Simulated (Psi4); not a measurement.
# InHCl (SMILES [Cl][InH]): a chain of runs, part 2 of 2

Psi4 1.11. The steps go on from the part before.

**4. The singlet cation: a geometry optimisation at PBEh-3c/def2-mSVP (density fitting) (run 3)**

Input file calc.in:

```
memory 1.6 GB

molecule geom {
  1 1
  Cl    -3.00124980     0.56525110    -1.69841781
  In     0.88108103     0.92899314     0.51846337
  H      2.36260174    -1.99077734     1.17722379
  units bohr
  symmetry c1
}


energy_value, wavefunction = opt("pbeh-3c", return_wfn=True)
```

On the command line:

```sh
$ psi4 -n 1 calc.in calc.out
```

calc.out:

```text
Psi4 1.11 release

gradient() will perform analytic gradient computation.

   => Loading Basis Set <=

    Name: DEF2-MSVP
    Role: ORBITAL
    Keyword: BASIS

    !!!  WARNING: ECP capability is in beta. Please check occupations closely.  !!!

   => PBEH3C: Empirical Dispersion <=

        s6 =       1.000000
        s8 =       0.000000
        a1 =       0.486000
        a2 =       4.500000

         ---------------------------------------------------------
                                   SCF
                              RKS Reference
                        1 Threads,   1525 MiB Core
         ---------------------------------------------------------

  ==> Geometry <==

    Molecular point group: c1
    Full point group: Cs

    Geometry (in Bohr), charge = 1, multiplicity = 1:

       Center              X                  Y                   Z               Mass
    ------------   -----------------  -----------------  -----------------  -----------------
         CL          -3.445286645210    -0.260305116479     0.000000000000    34.968852682000
         IN           1.025359747871     0.103952950686    -0.000000000000   114.903878776000
         H            2.639256703656    -2.819959697993     0.000000000000     1.007825032230

  Running in c1 symmetry.

  Rotational constants: A =      6.55573  B =      0.11039  C =      0.10856 [cm^-1]
  Rotational constants: A = 196535.94359  B =   3309.33332  C =   3254.53249 [MHz]
  Nuclear repulsion =   88.453730713204450

  Charge       = 1
  Multiplicity = 1
  Electrons    = 38
  Nalpha       = 19
  Nbeta        = 19

  ==> Algorithm <==

  SCF Algorithm Type is DF.
  DIIS enabled.
  MOM disabled.
  Fractional occupation disabled.
  Guess Type is SAD.
  Energy threshold   = 1.00e-08
  Density threshold  = 1.00e-08
  Integral threshold = 1.00e-12

  ==> Primary Basis <==

  Basis Set: DEF2-MSVP
    Blend: DEF2-MSVP
    Number of shells: 20
    Number of basis functions: 46
    Number of Cartesian functions: 49
    Spherical Harmonics?: true
    Max angular momentum: 2

  Core potential: DEF2-MSVP
    Number of shells: 4
    Number of ECP primitives: 18
    Number of ECP core electrons: 28
    Max angular momentum: 3

  ==> DFT Potential <==

   => LibXC <=

    Version 7.1.2

   => Composite Functional: PBEH3C <=

    PBE Hybrid based 3C composite method with a small basis set, gCP and D3(BJ)

    Deriv               =              1
    GGA                 =           TRUE
    Meta                =          FALSE

    Exchange Hybrid     =           TRUE
    MP2 Hybrid          =          FALSE

   => Exchange Functionals <=

    0.5800     XC_GGA_X_PBE

   => Exact (HF) Exchange <=

    0.4200               HF

   => Correlation Functionals <=

    1.0000     XC_GGA_C_PBE

   => LibXC Density Thresholds  <==

    XC_GGA_C_PBE:  1.00E-12
    XC_GGA_X_PBE:  1.00E-15

   => Molecular Quadrature <=

    Radial Scheme          =       TREUTLER
    Pruning Scheme         =           NONE
    Nuclear Scheme         =       TREUTLER

    Blocking Scheme        =         OCTREE
    BS radius alpha        =              1
    Pruning alpha          =              1
    Radial Points          =             75
    Spherical Points       =            302
    Total Points           =          64663
    Total Blocks           =            556
    Max Points             =            256
    Max Functions          =             46
    Weights Tolerance      =       1.00E-15

   => Loading Basis Set <=

    Name: (DEF2-MSVP AUX)
    Role: JKFIT
    Keyword: DF_BASIS_SCF

  ==> Integral Setup <==

  DFHelper Memory: AOs need 0.007 GiB; user supplied 1.047 GiB.
  SCF_SUBTYPE=INCORE selected. In-core MEM_DF algorithm will be used.
  Using in-core AOs.

  ==> MemDFJK: Density-Fitted J/K Matrices <==

    J tasked:                   Yes
    K tasked:                   Yes
    wK tasked:                   No
    Memory [MiB]:              1071
    Algorithm:                 Core
    Schwarz Cutoff:           1E-12
    Mask sparsity (%):       0.3781
    Fitting Condition:        1E-10

   => Auxiliary Basis Set <=

  Basis Set: (DEF2-MSVP AUX)
    Blend: DEF2-UNIVERSAL-JKFIT
    Number of shells: 90
    Number of basis functions: 364
    Number of Cartesian functions: 484
    Spherical Harmonics?: true
    Max angular momentum: 5

  Cached 100.0% of DFT collocation blocks in 0.071 [GiB].

  Minimum eigenvalue in the overlap matrix is 3.6336669376E-02.
  Reciprocal condition number of the overlap matrix is 1.1005908186E-02.
    Using symmetric orthogonalization.

  ==> Pre-Iterations <==

  SCF Guess: Superposition of Atomic Densities via on-the-fly atomic UHF (no occupation information).

   -------------------------
    Irrep   Nso     Nmo
   -------------------------
     A         46      46
   -------------------------
    Total      46      46
   -------------------------

  ==> Iterations <==

                           Total Energy        Delta E     RMS |[F,P]|

[... 4 lines left out ...]
   @DF-RKS iter   4:  -650.14094902713612   -1.33426e-03   1.67317e-04 DIIS/ADIIS
[... 48 lines left out ...]
    Two-Electron Energy =                 425.5371902589421893
[... 230 lines left out ...]
    !!!  WARNING: ECP capability is in beta. Please check occupations closely.  !!!
[... 69 lines left out ...]
  @DF-RKS Final Energy:  -650.16076560114345
[... 114 lines left out ...]
	   Step    Total Energy     Delta E     Max Force     RMS Force      Max Disp      RMS Disp
[... 114 lines left out ...]
   @DF-RKS iter  10:  -650.18028392657902   -9.09495e-13   1.20382e-09 DIIS
[... 81 lines left out ...]
    Weights Tolerance      =       1.00E-15
[... 153 lines left out ...]
    Final Occupation by Irrep:
[... 117 lines left out ...]
	Measures of convergence in internal coordinates in au.
[... 101 lines left out ...]
   @DF-RKS iter   9:  -650.18267357861077   -9.84869e-10   9.48296e-08 DIIS
[... 41 lines left out ...]
 Dipole Y            :        -30.2363930           29.0308369           -1.2055560
[... 183 lines left out ...]
   @DF-RKS iter   5:  -650.18267333348251   -1.15749e-04   3.97666e-05 DIIS
[... 27 lines left out ...]
    Empirical Dispersion Energy =           0.0037568121905896
[... 197 lines left out ...]
   @DF-RKS iter   1:  -650.18267783664612    5.48511e-08   1.82871e-09 DIIS
[... 41 lines left out ...]
 Dipole Z            :        -32.5801922           31.2792634           -1.3009288
[... 183 lines left out ...]
   @DF-RKS iter   6:  -650.18062420452520   -4.49343e-06   1.01745e-05 DIIS
[... 27 lines left out ...]
    VV10 Nonlocal Energy =                  0.0000000000000000
[... 197 lines left out ...]
   @DF-RKS iter   2:  -650.18049617633847   -1.58747e-07   2.62470e-06 DIIS
[... 27 lines left out ...]
    VV10 Nonlocal Energy =                  0.0000000000000000
[... 197 lines left out ...]
   @DF-RKS iter   2:  -650.18048817525676   -6.01290e-10   1.62388e-07 DIIS
[... 41 lines left out ...]
 Dipole X            :         -4.0785807            3.8436685           -0.2349122
[... 183 lines left out ...]
  Energy and wave function converged.
[... 122 lines left out ...]
	                                 ==> Convergence Check <==
[... 100 lines left out ...]
    DFT Exchange-Correlation Energy =     -26.5074219379663383
[... 181 lines left out ...]
   @DF-RKS iter   1:  -650.18048760834188   -3.47608e-08   1.75780e-09 DIIS
[... 41 lines left out ...]
 Dipole Z            :          0.0000000           -0.0000000            0.0000000
[... 197 lines left out ...]
    Nuclear Repulsion Energy =             93.6093062586154474
[... 114 lines left out ...]
	  Convergence Criteria     1.00e-06 *    3.00e-04 *             o    1.20e-03 *             o
[... 110 lines left out ...]
    VV10 Nonlocal Energy =                  0.0000000000000000
[... 162 lines left out ...]
  Energy and wave function converged.
[... 122 lines left out ...]
	                                 ==> Convergence Check <==
[... 100 lines left out ...]
    DFT Exchange-Correlation Energy =     -26.5074219822614516
[... 181 lines left out ...]
   @DF-RKS iter   1:  -650.18048665465062   -3.47619e-08   1.69031e-09 DIIS
[... 41 lines left out ...]
 Dipole Z            :          0.0000000            0.0000000            0.0000000
[... 197 lines left out ...]
    Nuclear Repulsion Energy =             93.6093146834227099
[... 114 lines left out ...]
	  Convergence Criteria     1.00e-06 *    3.00e-04 *             o    1.20e-03 *             o
[... 110 lines left out ...]
    VV10 Nonlocal Energy =                  0.0000000000000000
[... 197 lines left out ...]
   @DF-RKS iter   2:  -650.18048655515690    3.41061e-13   6.27258e-10 DIIS
[... 81 lines left out ...]
    Weights Tolerance      =       1.00E-15
[... 141 lines left out ...]
    Two-Electron Energy =                 430.2445635956153183
[... 181 lines left out ...]
   @DF-RKS iter   0:  -650.18048645554870   -6.50180e+02   2.27058e-08
[... 41 lines left out ...]
 Dipole Y            :         32.4193219          -31.1252686            1.2940532
[... 181 lines left out ...]
    Nuclear Repulsion Energy =             93.6093161376808780
[... 114 lines left out ...]
	  Convergence Criteria     1.00e-06 *    3.00e-04 *             o    1.20e-03 *             o
[... 110 lines left out ...]
    VV10 Nonlocal Energy =                  0.0000000000000000
[... 181 lines left out ...]
  Energy and wave function converged.
[... 21 lines left out ...]
      20A     -0.300054    21A     -0.265658    22A     -0.247299
      23A     -0.061876    24A     -0.045238    25A      0.000765
      26A      0.002019    27A      0.032256    28A      0.110593
[... 5 lines of this table left out ...]
      44A     15.685255    45A     16.319705    46A     60.974422

    Final Occupation by Irrep:
              A
    DOCC [    19 ]
    NA   [    19 ]
    NB   [    19 ]

  @DF-RKS Final Energy:  -650.18048639057815

   => Energetics <=

    Nuclear Repulsion Energy =             93.6093167195191285
    One-Electron Energy =               -1147.5307019209722057
    Two-Electron Energy =                 430.2445652876941722
    DFT Exchange-Correlation Energy =     -26.5074220084761834
    Empirical Dispersion Energy =           0.0037555316569730
    VV10 Nonlocal Energy =                  0.0000000000000000
    Total Energy =                       -650.1804863905781531

Computation Completed

Properties will be evaluated at   0.000000,   0.000000,   0.000000 [a0]

Properties computed using the SCF density matrix

 Multipole Moments:

 ------------------------------------------------------------------------------------
     Multipole            Electronic (a.u.)      Nuclear  (a.u.)        Total (a.u.)
 ------------------------------------------------------------------------------------

 L = 1.  Multiply by 2.5417464519 to convert [e a0] to [Debye]
 Dipole X            :         -4.0802484            3.8452396           -0.2350088
 Dipole Y            :         32.4193145          -31.1252617            1.2940529
 Dipole Z            :          0.0000000            0.0000000            0.0000000
 Magnitude           :                                                    1.3152194

 ------------------------------------------------------------------------------------

	total time  =          2 seconds =       0.03 minutes

         ------------------------------------------------------------
                                   SCF GRAD
         ------------------------------------------------------------

  ==> Geometry <==

    Molecular point group: c1
    Full point group: Cs

    Geometry (in Bohr), charge = 1, multiplicity = 1:

       Center              X                  Y                   Z               Mass
    ------------   -----------------  -----------------  -----------------  -----------------
         CL           0.333410162956    -3.245495888651     0.000000000000    34.968852682000
         IN          -0.104779407089     0.952158598244    -0.000000000000   114.903878776000
         H            0.377634417824     4.052837875125     0.000000000000     1.007825032230

  Nuclear repulsion =   93.609316719519128

   => Molecular Quadrature <=

    Radial Scheme          =       TREUTLER
    Pruning Scheme         =           NONE
    Nuclear Scheme         =       TREUTLER

    Blocking Scheme        =         OCTREE
    BS radius alpha        =              1
    Pruning alpha          =              1
    Radial Points          =             75
    Spherical Points       =            302
    Total Points           =          64567
    Total Blocks           =            574
    Max Points             =            254
    Max Functions          =             46
    Weights Tolerance      =       1.00E-15

  -Total Gradient:
     Atom            X                  Y                   Z
    ------   -----------------  -----------------  -----------------
       1        0.003896111527     0.000802057561     0.000000000000
       2       -0.009049471407     0.001061505513    -0.000000000000
       3        0.005131318522    -0.001814190457    -0.000000000000

	total time  =          1 seconds =       0.02 minutes

    			-----------------------------------------

    			 OPTKING 3.0: for geometry optimizations

    			        with contributions from

    			-----------------------------------------

	                            ===> Fragment 1 <==

	 Z (Atomic Numbers)          Masses                          Geom
	      17.000000            34.968853          0.33341016 -3.24549589  0.00000000
	      49.000000            114.903879        -0.10477941  0.95215860 -0.00000000
	       1.000000             1.007825          0.37763442  4.05283788  0.00000000

	 - Coordinate -           - BOHR/RAD -       - ANG/DEG -
	 R(1,2)           =         4.220464           2.233373
	 R(2,3)           =         3.137983           1.660549
	 L(1,2,3)         =         2.883234         165.197162
	 l(1,2,3)         =         3.141593         180.000000

	        --- Internal Coordinate Step in ANG or DEG, aJ/ANG or AJ/DEG ---
	-------------------------------------------------------------------------------
	           Coordinate      Previous         Force          Change          New
	           ----------      --------        ------          ------        ------
	               R(1,2)       2.23337        0.00309       -0.00000       2.23337
	               R(2,3)       1.66055        0.00840        0.00000       1.66055
	             L(1,2,3)     165.19716        0.00128        0.00000     165.19716
	             l(1,2,3)     180.00000        0.00000        0.05730     180.05730
	-------------------------------------------------------------------------------

	                                 ==> Convergence Check <==

	Measures of convergence in internal coordinates in au.

	Criteria marked as inactive (o), active & met (*), and active & unmet ( ).

	----------------------------------------------------------------------------------------------
	   Step    Total Energy     Delta E     Max Force     RMS Force      Max Disp      RMS Disp
	----------------------------------------------------------------------------------------------
	  Convergence Criteria     1.00e-06 *    3.00e-04 *             o    1.20e-03 *             o
	----------------------------------------------------------------------------------------------
	    47    -650.18048639    3.27e-08 *    1.68e-02      8.41e-03 o    1.00e-03 *    5.00e-04 o  ~
	----------------------------------------------------------------------------------------------

Next Geometry in Ang
	Fragment 1 (Ang)

	   Cl   0.1764330635  -1.7174422404  -0.0002688299
	   In  -0.0554468732   0.5038606700   0.0006303956
	    H   0.1998355233   2.1446691820  -0.0003615656

    Structure for next step:
    Molecular point group: c1
    Full point group: Cs

    Geometry (in Bohr), charge = 1, multiplicity = 1:

    CL           0.333412673236    -3.245495620237    -0.000000000000
    IN          -0.104780195974     0.952158522179    -0.000000000000
    H            0.377637259943     4.052837234235     0.000000000000

PsiException: Could not converge geometry optimization in 50 iterations.

psi4.driver.p4util.exceptions.OptimizationConvergenceError: Could not converge geometry optimization in 50 iterations.

Printing out the relevant lines from the Psithon --> Python processed input file:
      H      2.36260174    -1.99077734     1.17722379
      units bohr
      symmetry c1
    ""","geom")
    core.IO.set_default_namespace("geom")
--> energy_value, wavefunction = opt("pbeh-3c", return_wfn=True)

!-------------------------------------------------------------!
!                                                             !
!  Could not converge geometry optimization in 50 iterations. !
!                                                             !
!-------------------------------------------------------------!

    Psi4 run time: 0:02:27.49

[set-up sections that repeat, and orbital energies of the middle runs, are left out above]
```

It took 2.5 min on 1 thread of Intel Xeon Platinum 8259CL at 2.50GHz (Skylake/Cascade Lake), shared host; peak memory 0.33 GiB.

The iterations ended before the threshold was met.

**5. Summary of results**

What follows sums up all 2 parts.

```
                                                     quantity                      value
           run 1, UPBEh-3c/def2-mSVP: total energy at the end              -650.46147 Eh
                     run 1, UPBEh-3c/def2-mSVP: dipole moment                     2.93 D
run 1, UPBEh-3c/def2-mSVP: HOMO energy (highest over α and β)                   -7.05 eV
 run 1, UPBEh-3c/def2-mSVP: LUMO energy (lowest over α and β)                   -2.94 eV
                              run 1, UPBEh-3c/def2-mSVP: ⟨S²⟩                      0.758
                          singlet cation, run 2: total energy              -650.14101 Eh
                           singlet cation, run 2: HOMO energy                  -15.39 eV
                           singlet cation, run 2: LUMO energy                  -10.31 eV
                         singlet cation, run 2: HOMO–LUMO gap                    5.09 eV
                                        singlet cation, run 3  no result (not converged)
```

What this shows: The optimisation (run 1, UPBEh-3c/def2-mSVP) took 5 steps and changed the energy by -0.284 eV. 1 of the 3 runs did not end normally.
